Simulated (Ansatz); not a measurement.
# ClH6OPSi2: the cost of one run

All numbers below are computed with Ansatz 0.2.0 (RKS B3LYP-D4/6-31G*).

### Step 1. The structure to begin with

Bond lengths: Si1–Si2 2.268 Å, Si2–Cl3 2.026 Å, Si2–O4 1.659 Å, O4–P5 1.575 Å, Si1–H6 1.521 Å, Si1–H7 1.525 Å, Si1–H8 1.432 Å, Si2–H9 1.500 Å, P5–H10 1.386 Å, P5–H11 1.426 Å. Angles (14 of 16 angles, heavy atoms first): Si1–Si2–Cl3 108.8°, Si1–Si2–O4 112.9°, Cl3–Si2–O4 105.1°, Si2–O4–P5 117.7°, Si1–Si2–H9 110.4°, Cl3–Si2–H9 106.3°, O4–Si2–H9 112.9°, Si2–Si1–H6 112.2°, Si2–Si1–H7 110.1°, Si2–Si1–H8 113.9°, O4–P5–H10 99.0°, O4–P5–H11 95.6°, H6–Si1–H7 103.2°, H6–Si1–H8 108.8°.

Structure file:

```xyz
11

Si   -1.7184    0.4857    1.2256
Si    0.3280    0.3704    0.2550
Cl    1.6688   -0.2721    1.6317
O     0.3994   -0.7455   -0.9711
P     1.5066   -0.5510   -2.0748
H    -1.7673    1.5197    2.3405
H    -2.7449    1.0037    0.2233
H    -2.1907   -0.7663    1.7352
H     0.7837    1.7343   -0.1703
H     1.2438   -1.6727   -2.8454
H     2.5563   -1.1632   -1.3291
```

### Step 2. End point A

input.yaml

```yaml
crystal:
  periodic: [false, false, false]
  atoms:
    - { symbol: Si, position_ang: [-1.7184, 0.4857, 1.2256] }
    - { symbol: Si, position_ang: [0.328, 0.3704, 0.255] }
    - { symbol: Cl, position_ang: [1.6688, -0.2721, 1.6317] }
    - { symbol: O, position_ang: [0.3994, -0.7455, -0.9711] }
    - { symbol: P, position_ang: [1.5066, -0.551, -2.0748] }
    - { symbol: H, position_ang: [-1.7673, 1.5197, 2.3405] }
    - { symbol: H, position_ang: [-2.7449, 1.0037, 0.2233] }
    - { symbol: H, position_ang: [-2.1907, -0.7663, 1.7352] }
    - { symbol: H, position_ang: [0.7837, 1.7343, -0.1703] }
    - { symbol: H, position_ang: [1.2438, -1.6727, -2.8454] }
    - { symbol: H, position_ang: [2.5563, -1.1632, -1.3291] }
basis:
  gaussian: { orbitals: "6-31G*" }
hamiltonian:
  xc: b3lyp
  dispersion: d4
relax:
  f_tol: 0.015
  max_steps: 40
```

The run is started by

```bash
> ansatz run input.yaml --threads 2 --pin off --max-ram 3072MiB --backend cpu --events-out ev --progress --plain --runs-dir out
```

Q: Estimate wall time and peak memory on 2 threads of Intel Xeon Platinum 8488C (Sapphire Rapids), shared host.

About 74 s, with a peak of 0.28 GiB.
